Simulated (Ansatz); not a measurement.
# Li3LaTe: the cost of one run

Computed with Ansatz 0.2.0 (DFT PBE, scalar-relativistic, plane waves, PAW, unless a step's input says otherwise).

## Step 1: Starting point

The structure is cubic, space group Pm-3m (No. 221). Conventional cell: a = 4.697 Å, b = 4.697 Å, c = 4.697 Å, α = 90.00°, β = 90.00°, γ = 90.00°. Li (site symmetry 4/mmm) has 2 La at 2.35 Å and 8 Li at 3.32 Å and 4 Te at 3.32 Å as nearest neighbours. La (site symmetry m-3m) is surrounded by 6 Li at 2.35 Å. Te (site symmetry m-3m) has 12 Li at 3.32 Å as nearest neighbours.

As a file:

```xyz
5
Lattice="4.6968 0.0000 0.0000 0.0000 4.6968 0.0000 0.0000 0.0000 4.6968" Properties=species:S:1:pos:R:3 pbc="T T T"
Li    2.3484    0.0000    0.0000
Li    0.0000    2.3484    0.0000
Li    0.0000    0.0000    2.3484
La    0.0000    0.0000    0.0000
Te    2.3484    2.3484    2.3484
```

The cell is invented: random cell by space group and Wyckoff sites (Pm-3m, No. 221). Lengths come from tabulated atomic sizes and are only a guess.

## Step 2: A first look at the guess

The input, input.yaml:

```yaml
crystal:
  lattice:
    - [4.6968309, 0.0, 0.0]
    - [0.0, 4.6968309, 0.0]
    - [0.0, 0.0, 4.6968309]
  atoms:
    - { symbol: Li, position: [0.5, 0.0, 0.0] }
    - { symbol: Li, position: [0.0, 0.5, 0.0] }
    - { symbol: Li, position: [0.0, 0.0, 0.5] }
    - { symbol: La, position: [0.0, 0.0, 0.0] }
    - { symbol: Te, position: [0.5, 0.5, 0.5] }
basis:
  ecutwfc: 420
kpoints:
  mp_grid: { grid: [4, 4, 4] }
hamiltonian:
  xc: pbe
scf:
  occupations: { method: gaussian, width: 0.1 }
  lower_state_search: "off"
output:
  forces: true
  stress: true
  eigenvalues: true
```

On the command line:

```sh
ansatz run input.yaml --threads 1 --pin off --max-ram 2560MiB --backend cpu --events-out ev --progress --plain --runs-dir out
```

What time and memory should one allow on 1 thread of AMD EPYC 7R43 (Zen 3), shared host?

About 2.3 s, with a peak of 0.42 GiB.
